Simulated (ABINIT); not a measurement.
The system is Ho.

```
Ho
1.0
     3.57730    0.00000    0.00000
    -1.78865    3.09803    0.00000
     0.00000    0.00000    5.61580
Ho
2
Direct
  0.66667 0.33333 0.75000
  0.33333 0.66667 0.25000
```

Base run:

| Quantity | Value |
| --- | --- |
| Program | ABINIT 10.8.3 (patched build) |
| Functional | r2SCAN |
| Potentials or basis | Ansatz PAW PBE default generated set, frozen core |
| Cutoff | 490 eV |
| k mesh | 9 × 9 × 5 |
| Occupations | fermi-dirac, width 0.05 eV |
| Spin | collinear spin, ferromagnetic start |
| Starting moments | [4.0, 4.0] μB |

Its results: band gap on the k mesh none (metal or under the smearing width); net moment 9.12 μB per cell; site moments Ho +4.14 μB.

The run is repeated on the same cell with these changes: potentials or basis from Ansatz PAW PBE default generated set, frozen core to JTH PAW PBE v2.0; cutoff from 490 eV to 653 eV; fine-grid cutoff from 979.61 eV to 1251.72 eV. What comes out?

Band gap on the k mesh none (metal or under the smearing width); net moment -0.25 μB per cell; site moments Ho -0.09 μB.

Caveats: the magnetic or orbital state may not be the lowest; spin-orbit coupling is left out, which moves the levels of the heavy elements; the moment fell far below its start of 4 μB, so a state of higher moment may lie lower in energy (some runs).

Not every run made on this cell is shown here.
